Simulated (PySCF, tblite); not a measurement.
# C4H6N4Si: geometry, infrared bands and NMR shifts

Aim: predict the infrared bands and NMR shifts of C4H6N4Si (`Cn1nc([SiH3])c(C#N)n1`).

The runs use tblite 0.8.0 and PySCF 2.14.0, with density-fitted response routines of our own; the level of theory stands in each step. All values are computed, except where a source is named. Atoms count from 0, in the outputs and in this text.

## 1. Starting geometry

15 atoms, charge 0, multiplicity 1; geometry from: force field or distance geometry start.

Bonds of the start (Å): C0–N1 1.46, N1–N2 1.35, N2–C3 1.36, C3–Si4 1.87, C3–C5 1.40, C5–C6 1.43, C6–N7 1.16, C5–N8 1.35, N8–N1 1.34, C0–H9 1.09, C0–H10 1.09, C0–H11 1.09, Si4–H12 1.49, Si4–H13 1.48, Si4–H14 1.49.

## 2. Optimising the geometry with GFN2-xTB

Job settings and geometry (Å):

```
{"job": {"kind": "relax", "xc": "GFN2-xTB", "basis": "xTB"}, "charge": 0, "multiplicity": 1}
C      2.848600    -0.134500     0.096500
N      1.409300     0.068900    -0.006200
N      0.565300    -0.966100     0.178300
C     -0.630100    -0.340100     0.029800
Si    -2.300100    -1.178200     0.157500
C     -0.431500     1.022800    -0.202500
C     -1.376000     2.077800    -0.409300
N     -2.179700     2.897100    -0.563000
N      0.894700     1.283400    -0.214600
H      3.079900    -1.137600    -0.251800
H      3.126700    -0.014600     1.142200
H      3.339400     0.608400    -0.524300
H     -3.056600    -0.982000    -1.106600
H     -2.191000    -2.637800     0.406200
H     -3.103300    -0.559600     1.245800
```

On the command line:

```sh
> OMP_NUM_THREADS=1 python probes_run.py task.json out
```

The driver reads the jobs from task.json and runs them one after another.

**Question.** This job is followed by: GFN2-xTB harmonic vibrations, gas phase; GIAO PBE0/pcSseg-1 NMR shielding, non-relativistic, gas phase. Predict these results of the whole session: strongest single infrared mode (GFN2-xTB); zero-point energy (GFN2-xTB); 13C shifts against TMS (PBE0/pcSseg-1); 1H shifts against TMS (PBE0/pcSseg-1, means over atoms taken as alike); 15N shifts against NH3 (PBE0/pcSseg-1); 29Si shifts against TMS (PBE0/pcSseg-1).

The runs gave:

```
                                                              quantity                           value
                             strongest single infrared mode (GFN2-xTB)           2273 cm⁻¹, 370 km/mol
                                          zero-point energy (GFN2-xTB)                   60.9 kcal/mol
                                13C shifts against TMS (PBE0/pcSseg-1)   151.7, 134.5, 118.0, 41.6 ppm
1H shifts against TMS (PBE0/pcSseg-1, means over atoms taken as alike)                  4.63, 4.35 ppm
                                15N shifts against NH3 (PBE0/pcSseg-1)  380.5, 380.5, 330.8, 281.0 ppm
                               29Si shifts against TMS (PBE0/pcSseg-1)                       -84.2 ppm
```

In words: Relaxing lowered the energy by 0.286 eV in 46 steps; the close pair that moved most is N1–N2, from 1.348 to 1.313 Å. The lowest mode is imaginary (30i cm⁻¹), so the xTB geometry is not a minimum. GFN2-xTB is a fitted tight-binding method: band positions and strengths are rough. Its intensities can rank the bands wrongly. At PBE0/pcSseg-1: Shielding is most anisotropic at N8 (span 531 ppm, paramagnetic term -438 ppm). NICS(1)zz of -33 ppm above the planar ring from N1 marks a diatropic (aromatic) ring current.
